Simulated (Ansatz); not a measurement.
# HfSeS4: the cost of one run

Method: DFT PBE, scalar-relativistic, plane waves, PAW, in Ansatz 0.2.0.

1 further run of the same task is left out (it didn't finish).

## Step 1: The structure to begin with

Symmetry: F-43m, No. 216, cubic system. Conventional cell: a = 8.303 Å, b = 8.303 Å, c = 8.303 Å, α = 90.00°, β = 90.00°, γ = 90.00°. Hf (site symmetry -43m) is surrounded by 12 S at 3.44 Å and 4 Se at 3.60 Å. Around Se (site symmetry -43m) lie 12 S at 3.44 Å and 4 Hf at 3.60 Å. S (site symmetry 3m) has 6 S at 2.93 to 2.94 Å and 3 Se at 3.44 Å and 3 Hf at 3.44 Å as nearest neighbours.

As a file:

```cif
data_structure
_symmetry_space_group_name_H-M 'P 1'
_symmetry_Int_Tables_number 1
_cell_length_a 5.8712
_cell_length_b 5.8712
_cell_length_c 5.8712
_cell_angle_alpha 60.000
_cell_angle_beta 60.000
_cell_angle_gamma 60.000
_cell_volume 143.11
loop_
_atom_site_label
_atom_site_type_symbol
_atom_site_fract_x
_atom_site_fract_y
_atom_site_fract_z
_atom_site_occupancy
Hf1 Hf 0.00000 0.00000 0.00000 1
Se1 Se 0.75000 0.75000 0.75000 1
S1 S 0.87466 0.37511 0.37511 1
S2 S 0.37511 0.37511 0.37511 1
S3 S 0.37511 0.87466 0.37511 1
S4 S 0.37511 0.37511 0.87466 1
```

A structure generator made this guess: species swapped into a database cell of SmErFe4 (F-43m, No. 216), with Hf on the Sm sites, Se on the Er sites and S on the Fe sites. Its size is a rough estimate.

## Step 2: A first look at the guess

File input.yaml:

```yaml
crystal:
  lattice:
    - [0.0, 4.15154242, 4.15154242]
    - [4.15154242, 0.0, 4.15154242]
    - [4.15154242, 4.15154242, 0.0]
  atoms:
    - { symbol: Hf, position: [0.0, 0.0, 0.0] }
    - { symbol: Se, position: [0.75, 0.75, 0.75] }
    - { symbol: S, position: [0.87465596, 0.37511468, 0.37511468] }
    - { symbol: S, position: [0.37511468, 0.37511468, 0.37511468] }
    - { symbol: S, position: [0.37511468, 0.87465596, 0.37511468] }
    - { symbol: S, position: [0.37511468, 0.37511468, 0.87465596] }
basis:
  ecutwfc: 420
kpoints:
  mp_grid: { grid: [4, 4, 4] }
hamiltonian:
  xc: pbe
scf:
  occupations: { method: gaussian, width: 0.1 }
  lower_state_search: "off"
output:
  forces: true
  stress: true
  eigenvalues: true
```

Started as:

```bash
$ ansatz run input.yaml --threads 1 --pin off --max-ram 2560MiB --backend cpu --events-out ev --progress --plain --runs-dir out
```

What time and memory should one allow on 1 thread of Intel Xeon Platinum 8375C at 2.90GHz (Ice Lake), shared host?

About 5.9 s, with a peak of 0.43 GiB.
